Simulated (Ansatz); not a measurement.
Sn3Te, space group Pm-3m, a convergence test of the plane-wave cutoff

Computed with Ansatz 0.2.0 through its Python package.

At the Python prompt:
```pycon
>>> from dataclasses import dataclass
>>> import warnings
>>> import ansatz as az
>>> import pandas as pd
>>> @dataclass(frozen=True)
... class RunConfig:
...     xc: str = "pbe"
...     mesh: tuple[int, ...] = (5, 5, 5)
...
>>> settings = RunConfig()
>>> warnings.simplefilter("ignore", az.DeckWarning)
>>> system = (
...     az.Lattice.cubic(4.865622)
...     .space_group(221)
...     .atom("Sn", [0.5, 0.5, 0.0])
...     .atom("Te", [0.0, 0.0, 0.0])
... )
>>> job = (
...     system.calculation()
...     .functional(settings.xc)
...     .kpoints(mesh=settings.mesh)
...     .occupations(az.OccupationsMethod.FERMI_DIRAC)
... )
>>> rows = []
>>> for value in [300, 350, 400, 450, 500, 550]:
...     summary = job.basis(value).run(threads=1, backend="cpu").report
...     rows.append((value, summary["free_energy_ev"] / len(summary["lattice"]["sites"]), summary["n_iterations"], summary["n_pw"]))
...
>>> table = pd.DataFrame(rows, columns=["cutoff (eV)", "F/atom (eV)", "iterations", "plane waves"])
>>> table.round(5)
   cutoff (eV)  F/atom (eV)  iterations  plane waves
0          300  -6263.01214           7         1357
1          350  -6263.05295           7         1743
2          400  -6263.05463           7         2103
3          450  -6263.05548           7         2517
4          500  -6263.05577           7         2945
5          550  -6263.05582           7         3407
>>> # differences from the last row
>>> for row in rows[:-1]:
...     shift = 1000 * (row[1] - rows[-1][1])
...     print(f"{row[0]}: {shift:+.2f} meV/atom" + ("  (within 1 meV)" if abs(shift) < 1 else ""))
...
300: +43.69 meV/atom
350: +2.87 meV/atom
400: +1.19 meV/atom
450: +0.34 meV/atom  (within 1 meV)
500: +0.05 meV/atom  (within 1 meV)
```

From 450 eV on it stays within 1 meV an atom of the value at 550 eV; the first row (300 eV) is off by 43.7 meV and the last but one by 0.05 meV. The energy falls steadily, as expected when plane waves are added.

What to keep in mind:
- The mesh is modest for a metal, so energies can be off by several to tens of meV an atom and pressures by half a GPa or more; differences at equal mesh fare better.
- This cell is a computed structure, which may not be the phase found in nature.
- Shifts are counted from the last row, which is itself no proven limit.
- The script silences the warnings on its input, which a real study should read.
- Hardware and time: 11 s on 1 thread of Arm Neoverse V2, with other jobs on the host, peak memory 0.49 GiB.
